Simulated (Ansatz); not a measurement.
# SnH₃+ (singlet): from Hartree-Fock to the top rungs, def2-TZVPP

The task here is to estimate one member of a computed series from the others.

Program: Ansatz 0.2.0, Gaussian basis. Level of theory: def2-TZVPP, core rule «outside noble gas», up to 9 orbitals frozen. These are calculated values, not measurements.

To be run: UHF; CCSD(T) on RHF; BCCD(T) on RHF; CCSDT(Q) on RHF.

7 further runs of the same task are left out: 2 for a known fault of the program, 1 that didn't finish, 4 set aside as unsound or not needed.

### The geometry

The geometry is a PBE0/def2-TZVP stationary point (not a proven minimum) of the parent state, kept for this charge and spin. No spin-orbit coupling is included. Elements past krypton take def2 core potentials.

4 atoms, charge 1, spin multiplicity 1.

Atoms are counted from 1 here; the program's logs count them from 0.

Bond lengths: Sn1–H2 1.715 Å, Sn1–H3 1.715 Å, Sn1–H4 1.715 Å. Angles: H2–Sn1–H3 109.7°, H2–Sn1–H4 109.7°, H3–Sn1–H4 109.7°.

The first run:

The input, in.yaml:

```yaml
crystal:
  periodic: [false, false, false]
  atoms:
    - {symbol: Sn, position_ang: [0.000046, 0.000005, -0.014048]}
    - {symbol: H, position_ang: [1.617032, 0.013522, 0.556831]}
    - {symbol: H, position_ang: [-0.823095, 1.394937, 0.549273]}
    - {symbol: H, position_ang: [-0.799363, -1.408992, 0.548448]}
basis:
  gaussian: {orbitals: def2-TZVPP}
total_charge: 1
magnetization: {spin_polarized: true, initial_magnetization: 0}
hamiltonian: {xc: hf}
output: {orbitals: {seedname: orbitals}}
```

The run is started by

```
> ansatz run in.yaml --threads 1 --pin off --events-out ev --progress --plain --max-ram 4096MiB --backend cpu
```

Among the steps run: UHF; CCSD(T) on RHF; BCCD(T) on RHF; CCSDT(Q) on RHF.

One table of the session follows, with a row left open; its other results are not shown here.

| method | from RCCSDT(Q) (meV) |
| --- | --- |
| RHF | +3333.3 |
| RMP2 | ? |
| RCCSD | +76.7 |
| RCCSD(T) | +16.7 |
| BCCD(T) | +16.4 |
| RCCSDT | +1.7 |
| RCCSDT(Q) | 0 |

Q: Estimate the row for RMP2 from the others.

The run gave: from RCCSDT(Q) (meV): +748.0. In the column «from RCCSDT(Q) (meV)» it lies between RCCSD (+76.7) and RHF (+3333.3).
